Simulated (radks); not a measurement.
**Taking charge from the 4d level of Ag in fractions**

What happens to E and to the 4d eigenvalue of Ag when a fraction of an electron is removed? The exact functional would give straight lines between whole numbers for a frontier level.

The numbers are computed with radks (a radial shooting solver on a logarithmic mesh, Libxc functionals) version 1 (scalar-relativistic Kohn-Sham, SCAN, spin-unpolarised, spherical densities, finite nucleus), except any that are marked as measured or tabulated.

**1. The system**

| Quantity | Value |
| --- | --- |
| element | silver (Z = 47) |
| charge | 0 |
| electrons | 47 |
| configuration | [Kr] 4d10 5s1 |
| nuclear rms radius | 4.5454 fm |

Outer shells as boxes (Hund's rule):

Ag
```
[Kr] core
4d [↑↓][↑↓][↑↓][↑↓][↑↓]
5s [↑ ]
```

**2. Start: [Kr] 4d10 5s1**

Settings of this run:

```text
Z 47
configuration [Kr] 4d10 5s1
relativity scalar-relativistic
functional scan,scan
spin unpolarised
nucleus finite rms 4.5454 fm
c 137.035999084
```

**3. 0.125 electron removed from 4d**

Changes since step 2:

```diff
@@ -1,3 +1,3 @@
 Z 47
-configuration [Kr] 4d10 5s1
+configuration [Kr] 4d9.875 5s1
 relativity scalar-relativistic
```

**4. 0.25 electron removed from 4d**

Changes since step 3:

```diff
@@ -1,3 +1,3 @@
 Z 47
-configuration [Kr] 4d9.875 5s1
+configuration [Kr] 4d9.75 5s1
 relativity scalar-relativistic
```

**5. 0.375 electron removed from 4d**

Changes since step 4:

```diff
@@ -1,3 +1,3 @@
 Z 47
-configuration [Kr] 4d9.75 5s1
+configuration [Kr] 4d9.625 5s1
 relativity scalar-relativistic
```

**6. 0.5 electron removed from 4d**

Changes since step 5:

```diff
@@ -1,3 +1,3 @@
 Z 47
-configuration [Kr] 4d9.625 5s1
+configuration [Kr] 4d9.5 5s1
 relativity scalar-relativistic
```

**7. 0.625 electron removed from 4d**

Changes since step 6:

```diff
@@ -1,3 +1,3 @@
 Z 47
-configuration [Kr] 4d9.5 5s1
+configuration [Kr] 4d9.375 5s1
 relativity scalar-relativistic
```

**8. 0.75 electron removed from 4d**

Changes since step 7:

```diff
@@ -1,3 +1,3 @@
 Z 47
-configuration [Kr] 4d9.375 5s1
+configuration [Kr] 4d9.25 5s1
 relativity scalar-relativistic
```

**9. 0.875 electron removed from 4d**

Changes since step 8:

```diff
@@ -1,3 +1,3 @@
 Z 47
-configuration [Kr] 4d9.25 5s1
+configuration [Kr] 4d9.125 5s1
 relativity scalar-relativistic
```

**10. 1 electron removed from 4d**

Changes since step 9:

```diff
@@ -1,3 +1,3 @@
 Z 47
-configuration [Kr] 4d9.125 5s1
+configuration [Kr] 4d9 5s1
 relativity scalar-relativistic
```

What does the calculation give? Wanted: for each run, removed; E − E(0); eigenvalue; E minus straight line.

As calculated:

```
removed (e)  E − E(0) (eV)  eigenvalue (eV)  E minus straight line (eV)
          0          0.000           -7.685                       0.000
      0.125          1.051           -9.042                      -0.631
       0.25          2.273          -10.441                      -1.091
      0.375          3.662          -11.879                      -1.383
        0.5          5.236          -13.353                      -1.491
      0.625          7.032          -14.861                      -1.376
       0.75          8.969          -16.401                      -1.121
      0.875         11.114          -17.973                      -0.657
          1         13.454          -19.575                       0.000
```

What this shows: Removing the whole electron costs 13.454 eV, against 7.685 eV from minus the starting eigenvalue. Slater's transition state, half an electron removed, gives 13.353 eV. The trapezoid integral of minus the eigenvalue gives 13.447 eV over the range, against 13.454 eV from the energies (Janak's theorem; approximate here, since the scalar-relativistic density holds large components alone). The eigenvalue moves by 11.9 eV per electron. E bends below the straight line by 1.49 eV at 0.5 electron removed.
